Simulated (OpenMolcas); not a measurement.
**SnO (tin(ii) oxide) at r2SCAN/def2-TZVPD (core potential)**

Aim: the vertical singlet–triplet gap of SnO (tin(ii) oxide) at r2SCAN/def2-TZVPD (core potential), from 2 runs. 

Program for the calculation: OpenMolcas 26.06.

## (1) The system as given

SnO: 2 atoms, total charge 0, spin state singlet. SMILES: `[O]=[Sn]`. The shape comes from GFN2-xTB, which is rough for such elements, and wasn't checked as a minimum.

Bond lengths: O1–Sn2 1.804 Å.

## (2) Energy and gradient at r2SCAN/def2-TZVPD (core potential)

job.inp reads:

```
* OSn Kohn-Sham DFT

&GATEWAY
  BasLib = $CurrDir
  Coord
  2
  bohr
  O      0.00000000     0.00000000     0.00000000
  Sn     0.00000000     0.00000000     3.40827224
  Basis = def2-TZVPD
  Group = NoSym

&SEWARD

&SCF
  KSDFT = 2
  1.0 MGGA_X_R2SCAN
  1.0 MGGA_C_R2SCAN
  PrOrbitals = 0

&ALASKA
```

The basis set def2-TZVPD is read from a file made from the Basis Set Exchange's data (not shown).

Launch:

```
$ export MOLCAS_MEM=1860
$ pymolcas job.inp > job.log
```

The program printed:

```text
--- Start Module: gateway ---
[...]
--- Stop Module: gateway /rc=_RC_ALL_IS_WELL_ ---
[...]
      Basis functions           96
[...]
--- Start Module: scf ---
[...]
       Convergence after  18 Iterations
[...]
::    Total KS-DFT energy                            -289.5980426818
[...]
      Total spin, S                                     0.0000000000
[...]
      Total electronic charge=   30.000000
      Total            charge=   -0.000000
[...]
      Dipole Moment (debye):
      Origin of the operator (angstrom)=    0.0000    0.0000    1.5913
                   X= -7.6180E-16               Y= -1.9408E-15               Z=  3.9845E+00           Total=  3.9845E+00
      Quadrupole Moment (debye*angstrom):
[...]
--- Stop Module: scf /rc=_RC_ALL_IS_WELL_ ---
[...]
--- Start Module: alaska ---
[...]
 *              Molecular gradients               *
 **************************************************
  Irreducible representation: a
 ------------------------------------------------------------------------------------------
                              X                       Y                       Z
 ------------------------------------------------------------------------------------------
  O1                7.27149826819127E-15   -1.34949853954272E-14    1.92392138569346E-02
  SN2              -7.27086172291849E-15    1.35002166709224E-14   -1.92392138569382E-02
 ------------------------------------------------------------------------------------------
--- Stop Module: alaska /rc=_RC_ALL_IS_WELL_ ---
[...]
```

Run time: 11 s. Hardware: 1 thread of AMD EPYC 9R14 (Zen 4), shared host; peak memory 0.53 GiB.

## (3) The triplet

job.inp reads:

```
&GATEWAY
 BasLib
 $CurrDir
 Coord
 2
 bohr
 O      0.00000000     0.00000000     0.00000000
 Sn     0.00000000     0.00000000     3.40827224
 Basis
 def2-TZVPD
 Group
 NoSym

&SEWARD

&SCF
 UHF
 Spin
 3
 KSDFT
 2
 1.0 MGGA_X_R2SCAN
 1.0 MGGA_C_R2SCAN
 PrOrbitals
 0

&ALASKA
```

The basis set def2-TZVPD is read from a file made from the Basis Set Exchange's data (not shown).

Launch:

```
$ export MOLCAS_MEM=1860
$ pymolcas job.inp > job.log
```

The program printed:

```text
--- Start Module: gateway ---
[...]
--- Stop Module: gateway /rc=_RC_ALL_IS_WELL_ ---
[...]
      Basis functions           96
[...]
--- Start Module: scf ---
[...]
       Convergence after  27 Iterations
[...]
::    Total KS-DFT energy                            -289.4872520684
[...]
      Total spin, S                                     1.0041155881
[...]
      Total electronic charge=   30.000000
      Total            charge=   -0.000000
[...]
      Dipole Moment (debye):
      Origin of the operator (angstrom)=    0.0000    0.0000    1.5913
                   X=  1.8443E-15               Y= -1.3170E-15               Z=  2.7166E+00           Total=  2.7166E+00
      Quadrupole Moment (debye*angstrom):
[...]
--- Stop Module: scf /rc=_RC_ALL_IS_WELL_ ---
[...]
--- Start Module: alaska ---
[...]
 *              Molecular gradients               *
 **************************************************
  Irreducible representation: a
 ------------------------------------------------------------------------------------------
                              X                       Y                       Z
 ------------------------------------------------------------------------------------------
  O1                1.08677038244537E-15   -8.07671807998738E-15    1.80713611776973E-01
  SN2              -1.08243357375543E-15    8.07366508207792E-15   -1.80713611776987E-01
 ------------------------------------------------------------------------------------------
--- Stop Module: alaska /rc=_RC_ALL_IS_WELL_ ---
[...]
```

It took 18 s on 1 thread of AMD EPYC 9R14 (Zen 4), shared host; peak memory 0.53 GiB.

## (4) What came out

At r2SCAN/def2-TZVPD (core potential):

| quantity | value |
| --- | --- |
| singlet: total energy | -289.59804 Eh |
| singlet: dipole moment | 3.98 D |
| singlet: HOMO energy | -6.75 eV |
| singlet: LUMO energy | -2.86 eV |
| singlet: HOMO–LUMO gap | 3.88 eV |
| singlet: largest force on an atom | 0.989 eV/Å |
| triplet: total energy | -289.48725 Eh |
| triplet: dipole moment | 2.72 D |
| triplet: HOMO energy (highest over α and β) | -3.93 eV |
| triplet: ⟨S²⟩ | 2.012 |
| vertical energy of the triplet above the singlet | 3.015 eV |

What this shows: This program's gradients are faulty for this kind of reference, so any forces in the log (triplet) can't be trusted; the energy can. At this shape the triplet lies 3.01 eV (70 kcal/mol) above the singlet. The largest force (singlet) is 0.99 eV/Å: the shape isn't a stationary point for this species at this level.
